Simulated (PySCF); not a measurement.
# Eu2S2: forces at shaken geometries

Aim: move all atoms of relaxed Eu2S2 at random and read energies and forces. It is a constructed species; whether it can be made isn't addressed.

Program: PySCF 2.14.0. Level of theory: PBE0, Eu lcecp-0-SVP with ECP53, S def2-SVP; scalar-relativistic core potentials, no spin–orbit coupling. These are calculated values, not measurements.

4 further runs of the same task are left out: 2 for a known fault of the program, 2 that didn't finish.

## 1. The starting structure

4 atoms, charge 0, spin multiplicity 1.

Bond lengths: Eu1–Eu2 3.707 Å, Eu1–S3 2.688 Å, Eu1–S4 2.688 Å, Eu2–S3 2.688 Å, Eu2–S4 2.688 Å. Angles: Eu2–Eu1–S3 46.4°, Eu2–Eu1–S4 46.4°, S3–Eu1–S4 92.8°, Eu1–Eu2–S3 46.4°, Eu1–Eu2–S4 46.4°, S3–Eu2–S4 92.8°, Eu1–S3–Eu2 87.2°, Eu1–S4–Eu2 87.2°.

As a file:

```
atom     x (Å)    y (Å)     z (Å)
 Eu1   0.00000  0.00000   1.85374
 Eu2   0.00000  0.00000  -1.85374
  S3   1.94603  0.00000   0.00000
  S4  -1.94603  0.00000   0.00000
```

Formal oxidation states: Eu +2. Each metal's 7 4f electrons lie in its core potential, so multiplicities, spins and levels count the valence alone. An earlier session relaxed this geometry at PBE0, Eu lcecp-0-SVP with ECP53, S def2-SVP (singlet, point group D2h).

Its energy there is -854.782329 Eh.

## 2. Atoms moved at random, σ = 0.1 Å

Contents of run.py (the lines that set the calculation):

```python
mol = gto.M(atom='''
Eu    -0.04417     0.06082     1.86705
Eu     0.17907     0.04072    -1.90183
S      1.87048    -0.06968     0.05421
S     -2.00538    -0.03186    -0.01942''',
    basis={'Eu': 'lcecp-0-SVP', 'S': 'def2-SVP'},
    ecp={'Eu': 'lcecp-0-SVP'},
    charge=0, spin=0)
mf = dft.RKS(mol, xc='PBE0')
mf.grids.atom_grid = (50, 194)  # f atoms: unpruned, at least (60, 302)
mf = mf.density_fit()  # fitting sets: Eu AutoAux, S def2-universal-JKFIT
mf.conv_tol = 1e-08; mf.max_cycle = 55
mf.kernel(dm0)  # dm0: the density of the relaxed state
```

On the command line:

```bash
$ OMP_NUM_THREADS=2 python run.py
```

Output:

```text
init E= -854.768711350629
cycle= 1 E= -854.774941851035  delta_E= -0.00623  |g|= 0.0458  |ddm|= 0.336
cycle= 2 E= -854.773632185077  delta_E= 0.00131  |g|= 0.0769  |ddm|= 0.212
cycle= 3 E= -854.775986002357  delta_E= -0.00235  |g|= 0.00959  |ddm|= 0.127
cycle= 4 E= -854.776015855666  delta_E= -2.99e-05  |g|= 0.00235  |ddm|= 0.0173
cycle= 5 E= -854.776018692633  delta_E= -2.84e-06  |g|= 0.000771  |ddm|= 0.00564
cycle= 6 E= -854.77601894976  delta_E= -2.57e-07  |g|= 0.000326  |ddm|= 0.00214
cycle= 7 E= -854.776018992104  delta_E= -4.23e-08  |g|= 8.15e-05  |ddm|= 0.000649
cycle= 8 E= -854.77601899509  delta_E= -2.99e-09  |g|= 2.77e-05  |ddm|= 0.000208
Extra cycle  E= -854.776018994919  delta_E= 1.71e-10  |g|= 3.64e-05  |ddm|= 0.000124
converged SCF energy = -854.776018994919
```

Wall time 5.6 s (2 threads of Arm Neoverse V1, shared host).

Read off: E = -854.776019 Eh (+0.172 eV from the relaxed state), frontier levels not given, since the 4f levels lie in the core, Mulliken charge on Eu1 +0.57 e, largest force component 1.202 eV/Å. 

```
atom      Fx      Fy  Fz (eV/Å)
 Eu1  -0.649  -0.057     -0.050
 Eu2  -1.202  -0.061      0.265
  S3   0.922   0.017      0.160
  S4   0.929   0.102     -0.376
```

## 3. Atoms moved at random, σ = 0.06 Å

run.py (the lines that set the calculation): that of step 2 with these lines changed.

```diff
@@ -1,6 +1,6 @@
 mol = gto.M(atom='''
-Eu    -0.04417     0.06082     1.86705
-Eu     0.17907     0.04072    -1.90183
-S      1.87048    -0.06968     0.05421
-S     -2.00538    -0.03186    -0.01942''',
+Eu    -0.00605    -0.03466     1.84748
+Eu     0.02376    -0.00876    -1.85772
+S      2.00761     0.10333     0.03030
+S     -2.02533    -0.05991    -0.02005''',
     basis={'Eu': 'lcecp-0-SVP', 'S': 'def2-SVP'},
```

On the command line:

```bash
$ OMP_NUM_THREADS=2 python run.py
```

Output:

```text
init E= -854.760790388169
cycle= 1 E= -854.780248317175  delta_E= -0.0195  |g|= 0.0296  |ddm|= 0.175
cycle= 2 E= -854.780179197689  delta_E= 6.91e-05  |g|= 0.0358  |ddm|= 0.117
cycle= 3 E= -854.780621326142  delta_E= -0.000442  |g|= 0.00681  |ddm|= 0.0621
cycle= 4 E= -854.780637000707  delta_E= -1.57e-05  |g|= 0.00159  |ddm|= 0.0129
cycle= 5 E= -854.780638136494  delta_E= -1.14e-06  |g|= 0.000607  |ddm|= 0.00354
cycle= 6 E= -854.780638258444  delta_E= -1.22e-07  |g|= 0.000298  |ddm|= 0.00137
cycle= 7 E= -854.780638295065  delta_E= -3.66e-08  |g|= 3.85e-05  |ddm|= 0.000538
cycle= 8 E= -854.78063829575  delta_E= -6.85e-10  |g|= 5.85e-06  |ddm|= 8.67e-05
Extra cycle  E= -854.780638295763  delta_E= -1.25e-11  |g|= 4.94e-06  |ddm|= 2.38e-05
converged SCF energy = -854.780638295763
```

It took 5.6 s on 2 threads of Arm Neoverse V1, shared host.

Read off: E = -854.780638 Eh (+0.046 eV from the relaxed state), frontier levels not given, since the 4f levels lie in the core, Mulliken charge on Eu1 +0.59 e, largest force component 0.684 eV/Å. 

```
atom      Fx      Fy  Fz (eV/Å)
 Eu1  -0.142   0.034     -0.310
 Eu2  -0.082   0.033      0.453
  S3  -0.460  -0.055     -0.110
  S4   0.684  -0.013     -0.033
```

## 4. Atoms moved at random, σ = 0.06 Å

run.py (the lines that set the calculation): that of step 3 with these lines changed.

```diff
@@ -1,6 +1,6 @@
 mol = gto.M(atom='''
-Eu    -0.00605    -0.03466     1.84748
-Eu     0.02376    -0.00876    -1.85772
-S      2.00761     0.10333     0.03030
-S     -2.02533    -0.05991    -0.02005''',
+Eu     0.08595    -0.03446     1.82690
+Eu    -0.00007     0.00103    -1.83397
+S      1.89042    -0.00499    -0.07099
+S     -1.97630     0.03842     0.07807''',
     basis={'Eu': 'lcecp-0-SVP', 'S': 'def2-SVP'},
```

On the command line:

```bash
$ OMP_NUM_THREADS=2 python run.py
```

Output:

```text
init E= -854.785802954445
cycle= 1 E= -854.779023770577  delta_E= 0.00678  |g|= 0.0282  |ddm|= 0.213
cycle= 2 E= -854.778583015606  delta_E= 0.000441  |g|= 0.0466  |ddm|= 0.133
cycle= 3 E= -854.779431752016  delta_E= -0.000849  |g|= 0.00472  |ddm|= 0.0747
cycle= 4 E= -854.779438685837  delta_E= -6.93e-06  |g|= 0.00161  |ddm|= 0.0096
cycle= 5 E= -854.779439746006  delta_E= -1.06e-06  |g|= 0.000789  |ddm|= 0.00389
cycle= 6 E= -854.779439990618  delta_E= -2.45e-07  |g|= 0.000242  |ddm|= 0.00169
cycle= 7 E= -854.779440014711  delta_E= -2.41e-08  |g|= 4.52e-05  |ddm|= 0.000502
cycle= 8 E= -854.779440015648  delta_E= -9.37e-10  |g|= 1.05e-05  |ddm|= 0.000118
Extra cycle  E= -854.779440015656  delta_E= -7.96e-12  |g|= 1.1e-05  |ddm|= 5.04e-05
converged SCF energy = -854.779440015656
```

Wall time 5.6 s (2 threads of Arm Neoverse V1, shared host).

Result: E = -854.779440 Eh (+0.079 eV from the relaxed state), frontier levels not given, since the 4f levels lie in the core, Mulliken charge on Eu1 +0.57 e, largest force component 1.034 eV/Å. 

```
atom      Fx      Fy  Fz (eV/Å)
 Eu1  -0.564   0.019      0.456
 Eu2  -0.899   0.029     -0.439
  S3   1.034  -0.017      0.133
  S4   0.429  -0.031     -0.150
```

## 5. The displacements side by side

| σ (Å) | energy rise (eV) | harmonic estimate −½ F·u (eV) | largest force component (eV/Å) |
| --- | --- | --- | --- |
| 0.1 | 0.172 | 0.160 | 1.20 |
| 0.06 | 0.046 | 0.046 | 0.68 |
| 0.06 | 0.079 | 0.081 | 1.03 |

Every displacement raises the energy. For a harmonic well the rise equals −½ F·u; the two differ by at most 7 % here (a move with σ = 0.1 Å), from anharmonicity, the grid and the small forces left at the relaxed point. The bases are small and lack diffuse functions. Spin–orbit coupling is left out.
